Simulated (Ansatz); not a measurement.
# C5HF7: the cost of one run

The runs use Ansatz 0.2.0, Gaussian basis; one geometry, several basis sets.

The runs, in order: PBE0-D4/def2-SVP; ωB97M-V/def2-SVP; PBE0-D4/def2-QZVPP; ωB97M-V/def2-QZVPP; the functionals' def2-TZVPP values are taken from earlier runs.

**1. The geometry**

All runs share one geometry, relaxed beforehand with PBE0-D4 in a triple-zeta def2 set.

SMILES `FC1=CC(F)(F)C(F)(F)C1(F)F`, 13 atoms, charge 0, spin multiplicity 1.

Atoms are counted from 1 here; the program's logs count them from 0.

Bond lengths: F1–C2 1.311 Å, C2–C3 1.323 Å, C2–C10 1.500 Å, C3–C4 1.489 Å, C3–H13 1.081 Å, C4–F5 1.345 Å, C4–F6 1.351 Å, C4–C7 1.560 Å, C7–F8 1.338 Å, C7–F9 1.331 Å, C7–C10 1.558 Å, C10–F11 1.346 Å, C10–F12 1.339 Å. Angles: F1–C2–C3 127.0°, F1–C2–C10 118.5°, C3–C2–C10 114.4°, C2–C3–C4 110.4°, C2–C3–H13 127.0°, C4–C3–H13 122.6°, C3–C4–F5 112.5°, C3–C4–F6 111.6°, C3–C4–C7 104.7°, F5–C4–F6 107.0°, F5–C4–C7 111.1°, F6–C4–C7 109.9°, C4–C7–F8 109.4°, C4–C7–F9 112.6°, C4–C7–C10 104.4°, F8–C7–F9 108.9°, F8–C7–C10 109.1°, F9–C7–C10 112.2° and more.

**2. PBE0-D4 in def2-SVP**

The input, in.yaml:

```yaml
crystal:
  periodic: [false, false, false]
  atoms:
    - {symbol: F, position_ang: [-1.454264, -2.013900, -0.920633]}
    - {symbol: C, position_ang: [-0.834764, -0.956764, -0.455101]}
    - {symbol: C, position_ang: [-1.346019, 0.249887, -0.272440]}
    - {symbol: C, position_ang: [-0.324624, 1.163919, 0.309006]}
    - {symbol: F, position_ang: [-0.274625, 2.349871, -0.323380]}
    - {symbol: F, position_ang: [-0.571569, 1.421730, 1.611681]}
    - {symbol: C, position_ang: [1.025093, 0.394039, 0.165418]}
    - {symbol: F, position_ang: [1.671188, 0.826718, -0.923609]}
    - {symbol: F, position_ang: [1.816487, 0.545570, 1.224979]}
    - {symbol: C, position_ang: [0.602404, -1.089947, -0.047202]}
    - {symbol: F, position_ang: [0.725648, -1.789794, 1.096001]}
    - {symbol: F, position_ang: [1.346765, -1.698943, -0.979515]}
    - {symbol: H, position_ang: [-2.361218, 0.562711, -0.470606]}
basis:
  gaussian: {orbitals: def2-SVP}
hamiltonian: {xc: pbe0, dispersion: d4}
output: {orbitals: {seedname: orbitals}}
```

The run is started by

```bash
ansatz run in.yaml --threads 4 --pin off --events-out ev --progress --plain --max-ram 66560MiB --backend cpu
```

**Question.** How long does this run take on 4 threads of AMD EPYC 7R13, shared host, and how much memory does it need?

About 4.2 s, with a peak of 0.72 GiB.
